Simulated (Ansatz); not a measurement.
# V2O5: the cost of one run

Program: Ansatz 0.2.0. Level of theory: DFT r2SCAN, scalar-relativistic, plane waves, PAW. These are calculated values, not measurements.

1 further run of the same task is left out (set aside as unsound or not needed).

**1. Starting point**

It takes space group C2/m (No. 12, monoclinic). Conventional cell: a = 12.170 Å, b = 2.990 Å, c = 4.830 Å, α = 90.00°, β = 98.25°, γ = 90.00°. V (site symmetry m) has 6 O at 1.82 to 2.06 Å as nearest neighbours. O (site symmetry 2/m) has 2 V at 1.82 Å as nearest neighbours. O (site symmetry m) is surrounded by 2 V at 1.96 Å. Around O (site symmetry m) lie 3 V at 2.01 to 2.06 Å.

Structure file:

```
CELL_PARAMETERS angstrom
6.08500 -1.49500 0.00000
6.08500 1.49500 0.00000
-0.69307 0.00000 4.78002
ATOMIC_POSITIONS crystal
V 0.13780 0.13780 0.39670
V 0.86220 0.86220 0.60330
O 0.00000 0.00000 0.50000
O 0.60940 0.60940 0.13300
O 0.39060 0.39060 0.86700
O 0.30260 0.30260 0.34600
O 0.69740 0.69740 0.65400
```

Source of the structure: the Crystallography Open Database.

(A quick probe on a coarse mesh, which set the mesh and smearing, is not shown.)

**3. A loose first relaxation**

input.yaml

```yaml
crystal:
  lattice:
    - [6.085, -1.495, 0.0]
    - [6.085, 1.495, 0.0]
    - [-0.6930693642, 0.0, 4.7800161983]
  atoms:
    - { symbol: V, position: [0.1378, 0.1378, 0.3967] }
    - { symbol: V, position: [0.8622, 0.8622, 0.6033] }
    - { symbol: O, position: [0.0, 0.0, 0.5] }
    - { symbol: O, position: [0.6094, 0.6094, 0.133] }
    - { symbol: O, position: [0.3906, 0.3906, 0.867] }
    - { symbol: O, position: [0.3026, 0.3026, 0.346] }
    - { symbol: O, position: [0.6974, 0.6974, 0.654] }
basis:
  ecutwfc: 500
kpoints:
  mp_grid: { grid: [8, 8, 4] }
hamiltonian:
  xc: r2scan
scf:
  occupations: { method: gaussian, width: 0.1 }
output:
  forces: true
  stress: true
  eigenvalues: true
relax:
  adjacent_minimum: "off"
  f_tol: 0.05
  max_steps: 70
  cell: { stress_tol: 0.5 }
```

On the command line:

```bash
$ ansatz run input.yaml --threads 2 --pin off --max-ram 5120MiB --backend cpu --events-out ev --progress --plain --runs-dir out
```

Q: Estimate wall time and peak memory on 2 threads of Arm Neoverse V1, shared host.

About 3.7 min, with a peak of 0.69 GiB.
